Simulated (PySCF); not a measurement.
# C4H8N2Si: the cost of one run

Computed with PySCF 2.14.0 and routines of our own; the level stands in each step. Atoms count from 0.

## 1. The starting structure

15 atoms, charge 0, multiplicity 1; geometry from: GFN2-xTB.

## 2. Vibronic structure: TDDFT LC-wPBE/cc-pVDZ

Job settings and geometry (Å):

```
{"job": {"kind": "vib", "xc": "LC-wPBE", "basis": "cc-pVDZ", "tda": false}, "charge": 0, "multiplicity": 1}
C     -2.555551    -0.368858    -0.052207
C     -1.132144     0.050554     0.063620
C     -0.632769     1.278662     0.552099
N      0.677774     1.305696     0.525309
N      1.077766     0.121330     0.030715
Si     2.797817    -0.141289    -0.185689
C      0.000644    -0.651909    -0.258421
H     -3.010335    -0.446740     0.935255
H     -3.123404     0.363152    -0.625083
H     -2.627329    -1.335213    -0.545690
H     -1.187769     2.121274     0.917136
H      3.190851     0.393205    -1.490251
H      2.960347    -1.595543    -0.146924
H      3.434804     0.548181     0.925346
H      0.124883    -1.634514    -0.667127
```

Level: TDDFT LC-wPBE/cc-pVDZ vertical-gradient vibronic structure (displaced harmonic oscillators, Condon), gas phase.

On the command line:

```sh
OMP_NUM_THREADS=1 python excited_run.py task.json out
```

This one command runs all jobs of the session in turn.

**Question.** How long does this first job take on 1 thread of Arm Neoverse N1, shared host, and how much memory does it need?

About 79 s, with a peak of 0.73 GiB.
